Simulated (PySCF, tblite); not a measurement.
# C4H8Si: dynamics, then NMR shifts and electronic excitations on frames, part 2 of 2

tblite 0.8.0 and PySCF 2.14.0. Atoms count from 0. The steps go on from the part before.

### Step 8. Ultraviolet spectrum: 625 fs, PBE0/def2-SVPD

Job settings and geometry (Å):

```
{"job": {"kind": "uv", "xc": "PBE0", "basis": "def2-SVPD", "nstates": 5, "ntriplets": 0}, "charge": 0, "multiplicity": 1}
C      1.504100    -1.615200     0.554500
C      0.310000    -0.769400     0.984900
C     -0.687100    -0.371500     1.551100
Si    -2.349900     0.286200     1.948800
C     -3.127200     0.601900     0.302900
H      1.040900    -2.542100     0.367700
H      2.146000    -1.117900    -0.323700
H      2.207900    -1.893900     1.389400
H     -2.039000     1.519900     2.697900
H     -3.172300    -0.654200     2.976000
H     -3.036800     1.644300    -0.025500
H     -4.150200     0.265300     0.443700
H     -2.581400    -0.016200    -0.511400
```

Method: TDDFT PBE0/def2-SVPD, vertical, gas phase, core orbitals frozen in the response.

The program printed:

```text
coarse grid: 10928 points
cycle   1  E = -446.0248188624  dE =  1.333e-01  |g| = 4.258e-01  |ddm| = 4.883e+00
cycle   2  E = -445.9970859805  dE =  2.773e-02  |g| = 5.253e-01  |ddm| = 1.670e+00
cycle   3  E = -446.0673104369  dE = -7.022e-02  |g| = 1.726e-01  |ddm| = 9.506e-01
cycle   4  E = -446.0749416766  dE = -7.631e-03  |g| = 3.153e-02  |ddm| = 2.716e-01
cycle   5  E = -446.0752024437  dE = -2.608e-04  |g| = 7.525e-03  |ddm| = 6.316e-02
cycle   6  E = -446.0752178423  dE = -1.540e-05  |g| = 1.776e-03  |ddm| = 1.512e-02
cycle   7  E = -446.0752187119  dE = -8.696e-07  |g| = 2.912e-04  |ddm| = 4.539e-03
final grid: 99736 points
cycle   8  E = -446.1364939884  dE = -1.583e-05  |g| = 5.306e-03  |ddm| = 8.978e-02
cycle   9  E = -446.1364919395  dE =  2.049e-06  |g| = 6.024e-03  |ddm| = 1.822e-02
cycle  10  E = -446.1365016537  dE = -9.714e-06  |g| = 9.656e-04  |ddm| = 8.911e-03
cycle  11  E = -446.1365018864  dE = -2.327e-07  |g| = 2.030e-04  |ddm| = 1.529e-03
cycle  12  E = -446.1365018962  dE = -9.750e-09  |g| = 7.264e-05  |ddm| = 3.974e-04
cycle  13  E = -446.1365018977  dE = -1.498e-09  |g| = 9.696e-06  |ddm| = 1.340e-04
cycle  14  E = -446.1365018977  dE = -3.160e-11  |g| = 1.712e-06  |ddm| = 2.669e-05
converged SCF energy = -446.1365018977

Static polarisability (au): isotropic 79.314, principal 61.517 69.936 106.490

Singlet excitations
state   eV       nm        f      main configurations
  1   5.6832    218.2   0.00048   H->L 0.90
  2   6.0840    203.8   0.01254   H-1->L 0.53, H->L+1 0.37
  3   6.2935    197.0   0.00309   H-1->L+1 0.78
  4   6.9104    179.4   0.01051   H->L+2 0.85, H->L+1 0.11
  5   7.0448    176.0   0.00413   H-1->L+2 0.81
```

Wall time 13 s (1 thread of Arm Neoverse V1, shared host); peak memory 0.74 GiB.

Key values: HOMO -7.49 eV, LUMO 0.04 eV; lowest singlet 5.68 eV.

### Step 9. Shielding tensors: 800 fs, PBE0/pcSseg-1

Job settings and geometry (Å):

```
{"job": {"kind": "nmr", "xc": "PBE0", "basis": "pcSseg-1", "pop": false}, "charge": 0, "multiplicity": 1}
C      1.405400    -1.420500     0.826400
C      0.059500    -1.031800     1.226700
C     -0.989500    -0.524900     1.455500
Si    -2.470500     0.551800     1.786000
C     -3.431400     0.667700     0.183800
H      1.338500    -1.582400    -0.177300
H      2.186600    -0.711300     1.022000
H      1.684200    -2.346600     1.363800
H     -2.107200     1.852000     2.335900
H     -3.227500    -0.331800     2.723200
H     -4.264400     1.317900     0.237200
H     -3.873400    -0.221200    -0.155400
H     -2.715700     0.989800    -0.707900
```

Method: GIAO PBE0/pcSseg-1 NMR shielding, non-relativistic, gas phase.

The program printed:

```text
coarse grid: 10928 points
cycle   1  E = -446.2236895765  dE =  3.666e-01  |g| = 4.785e-01  |ddm| = 3.341e+00
cycle   2  E = -446.2124070147  dE =  1.128e-02  |g| = 5.139e-01  |ddm| = 1.057e+00
cycle   3  E = -446.2800215434  dE = -6.761e-02  |g| = 1.245e-01  |ddm| = 5.648e-01
cycle   4  E = -446.2835818024  dE = -3.560e-03  |g| = 3.963e-02  |ddm| = 1.140e-01
cycle   5  E = -446.2839666163  dE = -3.848e-04  |g| = 7.808e-03  |ddm| = 3.627e-02
cycle   6  E = -446.2839811950  dE = -1.458e-05  |g| = 1.883e-03  |ddm| = 8.563e-03
cycle   7  E = -446.2839821241  dE = -9.290e-07  |g| = 2.776e-04  |ddm| = 2.337e-03
final grid: 99736 points
cycle   8  E = -446.3147511484  dE = -2.193e-05  |g| = 6.035e-03  |ddm| = 2.821e-02
cycle   9  E = -446.3147496257  dE =  1.523e-06  |g| = 6.524e-03  |ddm| = 1.110e-02
cycle  10  E = -446.3147602709  dE = -1.065e-05  |g| = 1.107e-03  |ddm| = 5.413e-03
cycle  11  E = -446.3147605604  dE = -2.895e-07  |g| = 2.911e-04  |ddm| = 9.866e-04
cycle  12  E = -446.3147605794  dE = -1.902e-08  |g| = 8.463e-05  |ddm| = 2.834e-04
cycle  13  E = -446.3147605813  dE = -1.866e-09  |g| = 1.297e-05  |ddm| = 9.950e-05
cycle  14  E = -446.3147605813  dE = -4.013e-11  |g| = 2.079e-06  |ddm| = 1.660e-05
converged SCF energy = -446.3147605813

GIAO shielding tensors (ppm)
atom      isotropic    diamagn.    paramagn.     s11        s22        s33       span
  0 C      184.602     252.041     -67.439    171.131    180.297    202.380     31.249
  1 C       74.434     274.559    -200.124    -23.433    -17.417    264.152    287.584
  2 C      100.661     262.040    -161.379     10.458     18.646    272.880    262.422
  3 Si     421.154     881.665    -460.511    390.178    409.880    463.402     73.224
  4 C      189.916     252.370     -62.454    180.945    192.305    196.498     15.553
  5 H       31.452      34.749      -3.297     25.762     30.530     38.064     12.302
  6 H       30.199      31.036      -0.837     25.566     28.292     36.737     11.170
  7 H       29.710      25.580       4.130     24.429     27.653     37.047     12.618
  8 H       27.306      29.304      -1.998     23.599     25.843     32.476      8.877
  9 H       26.908      27.350      -0.442     23.396     25.432     31.897      8.501
 10 H       32.311      28.134       4.177     27.771     28.792     40.369     12.598
 11 H       32.135      31.981       0.154     28.023     29.313     39.068     11.045
 12 H       29.160      31.672      -2.513     25.013     27.257     35.209     10.196
```

Run time: 8.8 s. Hardware: 1 thread of Arm Neoverse V1, shared host; peak memory 0.68 GiB.

Key values: δ C1 112.5, C2 86.3, C0 2.3, C4 -3.0, H9 4.81, H8 4.41 ppm.

### Step 10. TDDFT and polarisability: 800 fs, PBE0/def2-SVPD

The job, as its differences from that of step 9:

```diff
@@ -1,2 +1,2 @@
-{"job": {"kind": "nmr", "xc": "PBE0", "basis": "pcSseg-1", "pop": false}, "charge": 0, "multiplicity": 1}
+{"job": {"kind": "uv", "xc": "PBE0", "basis": "def2-SVPD", "nstates": 5, "ntriplets": 0}, "charge": 0, "multiplicity": 1}
 C      1.405400    -1.420500     0.826400
```

With the program's defaults for keys left out, this is: TDDFT PBE0/def2-SVPD, vertical, gas phase, core orbitals frozen in the response.

The program printed:

```text
coarse grid: 10928 points
cycle   1  E = -446.0278775247  dE =  3.312e-01  |g| = 4.537e-01  |ddm| = 6.775e+00
cycle   2  E = -446.0150930652  dE =  1.278e-02  |g| = 4.949e-01  |ddm| = 2.062e+00
cycle   3  E = -446.0805341327  dE = -6.544e-02  |g| = 1.262e-01  |ddm| = 9.857e-01
cycle   4  E = -446.0842836159  dE = -3.749e-03  |g| = 4.044e-02  |ddm| = 2.418e-01
cycle   5  E = -446.0846980594  dE = -4.144e-04  |g| = 7.623e-03  |ddm| = 7.151e-02
cycle   6  E = -446.0847128486  dE = -1.479e-05  |g| = 1.724e-03  |ddm| = 1.780e-02
cycle   7  E = -446.0847136400  dE = -7.914e-07  |g| = 2.988e-04  |ddm| = 4.923e-03
final grid: 99736 points
cycle   8  E = -446.1453573619  dE = -2.015e-05  |g| = 5.884e-03  |ddm| = 9.952e-02
cycle   9  E = -446.1453559449  dE =  1.417e-06  |g| = 6.349e-03  |ddm| = 2.164e-02
cycle  10  E = -446.1453664616  dE = -1.052e-05  |g| = 1.023e-03  |ddm| = 9.848e-03
cycle  11  E = -446.1453667235  dE = -2.619e-07  |g| = 2.075e-04  |ddm| = 1.802e-03
cycle  12  E = -446.1453667334  dE = -9.904e-09  |g| = 7.411e-05  |ddm| = 4.085e-04
cycle  13  E = -446.1453667349  dE = -1.492e-09  |g| = 1.014e-05  |ddm| = 1.259e-04
cycle  14  E = -446.1453667349  dE = -3.149e-11  |g| = 2.169e-06  |ddm| = 2.698e-05
converged SCF energy = -446.1453667349

Static polarisability (au): isotropic 75.153, principal 59.396 65.080 100.983

Singlet excitations
state   eV       nm        f      main configurations
  1   6.0614    204.5   0.00003   H->L 0.58, H-1->L+1 0.14, H->L+1 0.13
  2   6.3787    194.4   0.00247   H->L 0.27, H-1->L+1 0.26, H-1->L 0.20
  3   6.4656    191.8   0.00162   H-1->L+1 0.39, H-1->L 0.22, H->L+1 0.17
  4   7.0370    176.2   0.02931   H->L+2 0.51, H->L+1 0.36
  5   7.1916    172.4   0.00728   H-1->L+2 0.78, H-1->L+1 0.16
```

Wall time 13 s (1 thread of Arm Neoverse V1, shared host); peak memory 0.74 GiB.

Key values: HOMO -7.52 eV, LUMO 0.30 eV; lowest singlet 6.06 eV.

### Step 11. Shielding tensors: 1000 fs, PBE0/pcSseg-1

Job settings and geometry (Å):

```
{"job": {"kind": "nmr", "xc": "PBE0", "basis": "pcSseg-1", "pop": false}, "charge": 0, "multiplicity": 1}
C      1.330200    -1.651000     1.016500
C      0.026500    -1.235900     1.383300
C     -1.024400    -0.760100     1.721900
Si    -2.704000     0.046600     1.848100
C     -4.205000    -0.078500     0.583400
H      1.257900    -1.838800    -0.124600
H      2.019000    -0.813900     1.264300
H      1.939500    -2.514100     1.330400
H     -2.331900     1.363000     2.208500
H     -3.297200    -0.518400     3.127600
H     -5.026600    -0.354600     1.144500
H     -4.108800    -1.004000     0.078000
H     -4.465700     0.588500    -0.158600
```

Method: GIAO PBE0/pcSseg-1 NMR shielding, non-relativistic, gas phase.

The program printed:

```text
coarse grid: 10928 points
cycle   1  E = -446.2042246886  dE =  3.518e-01  |g| = 4.679e-01  |ddm| = 3.324e+00
cycle   2  E = -446.1941275229  dE =  1.010e-02  |g| = 5.013e-01  |ddm| = 1.043e+00
cycle   3  E = -446.2584859485  dE = -6.436e-02  |g| = 1.168e-01  |ddm| = 6.091e-01
cycle   4  E = -446.2614922968  dE = -3.006e-03  |g| = 4.242e-02  |ddm| = 1.178e-01
cycle   5  E = -446.2619521903  dE = -4.599e-04  |g| = 5.738e-03  |ddm| = 4.407e-02
cycle   6  E = -446.2619602413  dE = -8.051e-06  |g| = 2.011e-03  |ddm| = 8.050e-03
final grid: 99736 points
cycle   7  E = -446.2923082115  dE = -1.807e-05  |g| = 6.478e-03  |ddm| = 2.690e-02
cycle   8  E = -446.2923041404  dE =  4.071e-06  |g| = 7.555e-03  |ddm| = 1.069e-02
cycle   9  E = -446.2923184267  dE = -1.429e-05  |g| = 1.077e-03  |ddm| = 6.009e-03
cycle  10  E = -446.2923187013  dE = -2.746e-07  |g| = 3.352e-04  |ddm| = 1.054e-03
cycle  11  E = -446.2923187279  dE = -2.658e-08  |g| = 7.061e-05  |ddm| = 2.915e-04
cycle  12  E = -446.2923187292  dE = -1.328e-09  |g| = 1.559e-05  |ddm| = 1.069e-04
cycle  13  E = -446.2923187293  dE = -6.401e-11  |g| = 3.154e-06  |ddm| = 2.812e-05
converged SCF energy = -446.2923187293

GIAO shielding tensors (ppm)
atom      isotropic    diamagn.    paramagn.     s11        s22        s33       span
  0 C      179.608     254.905     -75.297    167.546    172.799    198.479     30.933
  1 C       74.329     264.872    -190.544    -24.032    -15.225    262.242    286.274
  2 C      103.263     265.100    -161.837     19.270     26.539    263.981    244.711
  3 Si     425.417     880.145    -454.728    370.467    428.365    477.418    106.952
  4 C      200.594     248.925     -48.331    189.635    197.178    214.969     25.334
  5 H       27.918      30.932      -3.014     22.279     27.078     34.396     12.117
  6 H       28.796      31.132      -2.336     23.094     27.824     35.472     12.378
  7 H       29.089      25.314       3.775     25.096     25.879     36.293     11.197
  8 H       27.819      30.025      -2.206     23.303     27.105     33.049      9.746
  9 H       26.907      27.045      -0.139     22.455     26.455     31.811      9.356
 10 H       33.046      27.107       5.939     27.615     30.175     41.347     13.732
 11 H       32.545      33.427      -0.882     27.810     30.402     39.423     11.613
 12 H       32.881      32.101       0.780     28.207     28.975     41.461     13.255
```

Run time: 8.5 s. Hardware: 1 thread of Arm Neoverse V1, shared host; peak memory 0.68 GiB.

Key values: δ C1 112.6, C2 83.7, C0 7.3, C4 -13.7, H9 4.81, H8 3.90 ppm.

### Step 12. TDDFT and polarisability: 1000 fs, PBE0/def2-SVPD

The job, as its differences from that of step 11:

```diff
@@ -1,2 +1,2 @@
-{"job": {"kind": "nmr", "xc": "PBE0", "basis": "pcSseg-1", "pop": false}, "charge": 0, "multiplicity": 1}
+{"job": {"kind": "uv", "xc": "PBE0", "basis": "def2-SVPD", "nstates": 5, "ntriplets": 0}, "charge": 0, "multiplicity": 1}
 C      1.330200    -1.651000     1.016500
```

With the program's defaults for keys left out, this is: TDDFT PBE0/def2-SVPD, vertical, gas phase, core orbitals frozen in the response.

The program printed:

```text
coarse grid: 10928 points
cycle   1  E = -446.0093575602  dE =  3.155e-01  |g| = 4.429e-01  |ddm| = 7.076e+00
cycle   2  E = -445.9986424852  dE =  1.072e-02  |g| = 4.788e-01  |ddm| = 1.984e+00
cycle   3  E = -446.0599179001  dE = -6.128e-02  |g| = 1.202e-01  |ddm| = 8.048e-01
cycle   4  E = -446.0632144339  dE = -3.297e-03  |g| = 4.240e-02  |ddm| = 2.210e-01
cycle   5  E = -446.0636872257  dE = -4.728e-04  |g| = 5.421e-03  |ddm| = 6.496e-02
cycle   6  E = -446.0636950801  dE = -7.854e-06  |g| = 1.787e-03  |ddm| = 1.618e-02
final grid: 99736 points
cycle   7  E = -446.1240322301  dE = -1.758e-05  |g| = 5.955e-03  |ddm| = 1.070e-01
cycle   8  E = -446.1240290029  dE =  3.227e-06  |g| = 6.893e-03  |ddm| = 1.922e-02
cycle   9  E = -446.1240413671  dE = -1.236e-05  |g| = 9.387e-04  |ddm| = 8.946e-03
cycle  10  E = -446.1240415956  dE = -2.285e-07  |g| = 2.169e-04  |ddm| = 1.628e-03
cycle  11  E = -446.1240416070  dE = -1.137e-08  |g| = 6.566e-05  |ddm| = 3.982e-04
cycle  12  E = -446.1240416082  dE = -1.249e-09  |g| = 1.200e-05  |ddm| = 1.402e-04
cycle  13  E = -446.1240416083  dE = -4.479e-11  |g| = 2.956e-06  |ddm| = 3.466e-05
converged SCF energy = -446.1240416083

Static polarisability (au): isotropic 79.022, principal 58.608 65.901 112.557

Singlet excitations
state   eV       nm        f      main configurations
  1   5.5939    221.6   0.00138   H->L 0.79, H-1->L 0.12
  2   6.0179    206.0   0.01903   H-1->L 0.55, H->L+1 0.26
  3   6.2434    198.6   0.00424   H-1->L+1 0.69, H->L+1 0.18
  4   6.8998    179.7   0.04067   H->L+2 0.67, H->L+1 0.21
  5   7.0750    175.2   0.02310   H-1->L+2 0.87
```

It took 13 s on 1 thread of Arm Neoverse V1, shared host; peak memory 0.74 GiB.

In short: HOMO -7.49 eV, LUMO -0.21 eV; lowest singlet 5.59 eV.

### Step 13. Side by side: NMR shifts

Shifts (ppm) of some atoms, chosen among heavy atoms and hydrogens apart, with basis size and wall time:

```tsv
frame	C1	C2	C0	C4	H5	H12	Si3	functions	time
250 fs	117.6	86.4	14.2	-8.8	3.39	-0.48	-76.1	132	14 s
425 fs	112.3	83.3	5.2	-9.5	1.32	-0.48	-65.6	132	8.6 s
625 fs	118.3	93.5	17.9	0.1	2.10	2.42	-65.0	132	8.8 s
800 fs	112.5	86.3	2.3	-3.0	0.27	2.56	-72.0	132	8.8 s
1000 fs	112.6	83.7	7.3	-13.7	3.80	-1.16	-76.3	132	8.5 s
```

### Step 14. Run by run: electronic excitations

Excitations and ground-state properties, with basis size and wall time:

```tsv
frame	lowest singlet (eV)	brightest (eV)	f	gap (eV)	α (Å³)	μ (D)	functions	time
250 fs	5.90	7.07	0.022	7.70	11.25	1.45	168	18 s
425 fs	5.78	6.91	0.043	7.44	11.47	0.79	168	13 s
625 fs	5.68	6.08	0.013	7.52	11.75	1.38	168	13 s
800 fs	6.06	7.04	0.029	7.82	11.14	1.23	168	13 s
1000 fs	5.59	6.90	0.041	7.29	11.71	1.80	168	13 s
```

### Step 15. What came out

What follows sums up all 2 parts.

```
                                       quantity                                                 value
                                     thermostat                                                 600 K
                  mean temperature, second half                                                 489 K
        mean potential energy above the minimum                                               0.73 eV
 13C shifts against TMS (PBE0/pcSseg-1, 250 fs)                           117.6, 86.4, 14.2, -8.8 ppm
  1H shifts against TMS (PBE0/pcSseg-1, 250 fs)  4.34, 4.29, 3.39, 3.00, 2.27, 0.12, -0.48, -1.66 ppm
29Si shifts against TMS (PBE0/pcSseg-1, 250 fs)                                             -76.1 ppm
          surface potential, 1st and 99th percentile                                    -0.99 V and 0.96 V
        lowest singlet (PBE0/def2-SVPD, 250 fs)                           5.90 eV (210 nm), f = 0.001
       brightest single state of those computed                           state 4, 7.07 eV, f = 0.022
                       range of the shift of C0                                       2.3 to 17.9 ppm
                    range of the lowest singlet                                       5.59 to 6.06 eV
```

In the second half the potential energy averages 0.73 eV above the minimum; equipartition over 33 harmonic modes at 600 K would give 0.85 eV. With 13 atoms the temperature swings widely (261 to 741 K). Shifts at one fixed geometry are not the observed spectrum, which averages over the motion. In the first frame run (250 fs): The first singlet state (HOMO→LUMO 0.71, HOMO−1→LUMO 0.14) lies at 5.90 eV and is weak; of the 5 states computed, the strongest absorption comes from state 4 at 7.07 eV. Across the 5 runs the shift of C0 moves most, between 2.3 (800 fs) and 17.9 ppm (625 fs). The lowest singlet runs from 5.59 eV (1000 fs) to 6.06 eV (800 fs), while the orbital gap spans 7.29 to 7.82 eV. The lowest state need not be the same one in every run.
